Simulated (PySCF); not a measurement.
# H6NdO3 (Nd(H2O)32+): the cost of one run

Program: PySCF 2.14.0. Level of theory: several levels, as the steps say, no spin–orbit coupling. These are calculated values, not measurements.

1 further run of the same task is left out (for a known fault of the program).

### Step 1. The starting structure

10 atoms, charge 2, spin multiplicity 1.

Bond lengths: Nd1–O2 2.541 Å, Nd1–O5 2.541 Å, Nd1–O8 2.541 Å, O2–H3 0.973 Å, O2–H4 0.973 Å, O5–H6 0.973 Å, O5–H7 0.973 Å, O8–H9 0.973 Å, O8–H10 0.973 Å. Angles: O2–Nd1–O5 120.0°, O2–Nd1–O8 120.0°, O5–Nd1–O8 120.0°, Nd1–O2–H3 128.2°, Nd1–O2–H4 128.2°, H3–O2–H4 103.6°, Nd1–O5–H6 128.2°, Nd1–O5–H7 128.2°, H6–O5–H7 103.6°, Nd1–O8–H9 128.2°, Nd1–O8–H10 128.2°, H9–O8–H10 103.6°.

Coordinates:

```xyz
10

Nd    0.0000    0.0000    0.0000
O     2.5409    0.0000    0.0000
H     3.1425   -0.6244    0.4409
H     3.1425    0.6244   -0.4409
O    -1.2704    2.2005    0.0000
H    -1.0305    3.0337    0.4409
H    -2.1120    2.4093   -0.4409
O    -1.2704   -2.2005    0.0000
H    -2.1120   -2.4093    0.4409
H    -1.0305   -3.0337   -0.4409
```

Formal oxidation states: Nd +2. Each metal's 4 4f electrons lie in its core potential, so multiplicities, spins and levels count the valence alone. An earlier session relaxed this geometry at PBE0, Nd lcecp-0-SVP with ECP50, O def2-SVP, H def2-SVP (singlet, point group D3).

At PBE0 on the finer grid: E = -256.204039 Eh, frontier levels not given, since the 4f levels lie in the core, Mulliken charge on Nd1 +1.44 e, largest force component 0.014 eV/Å. 

Levels to run: CAM-B3LYP; BP86; PBE0, TZVP. Hardware: 2 threads of Arm Neoverse V1, shared host.

### Step 2. CAM-B3LYP

run.py (the lines that set the calculation) reads:

```python
mol = gto.M(atom='''
Nd     0.00000     0.00000     0.00000
O      2.54087    -0.00001     0.00000
H      3.14251    -0.62438     0.44087
H      3.14251     0.62437    -0.44087
O     -1.27043     2.20047     0.00000
H     -1.03052     3.03368     0.44087
H     -2.11197     2.40931    -0.44087
O     -1.27044    -2.20046     0.00000
H     -2.11199    -2.40930     0.44087
H     -1.03054    -3.03368    -0.44087''',
    basis={'Nd': 'lcecp-0-SVP', 'O': 'def2-SVP', 'H': 'def2-SVP'},
    ecp={'Nd': 'lcecp-0-SVP'},
    charge=2, spin=0)
mf = dft.RKS(mol, xc='CAMB3LYP')
mf.grids.atom_grid = (75, 302)  # f atoms: unpruned, at least (60, 302)
mf = mf.density_fit()  # fitting sets: Nd AutoAux, O def2-universal-JKFIT, H def2-universal-JKFIT
mf.conv_tol = 1e-08; mf.max_cycle = 55
mf.kernel(dm0)  # dm0: the density of the relaxed state
```

On the command line:

```bash
$ OMP_NUM_THREADS=2 python run.py
```

**Question.** How long does this run take on 2 threads of Arm Neoverse V1, shared host?

About 7.1 s.
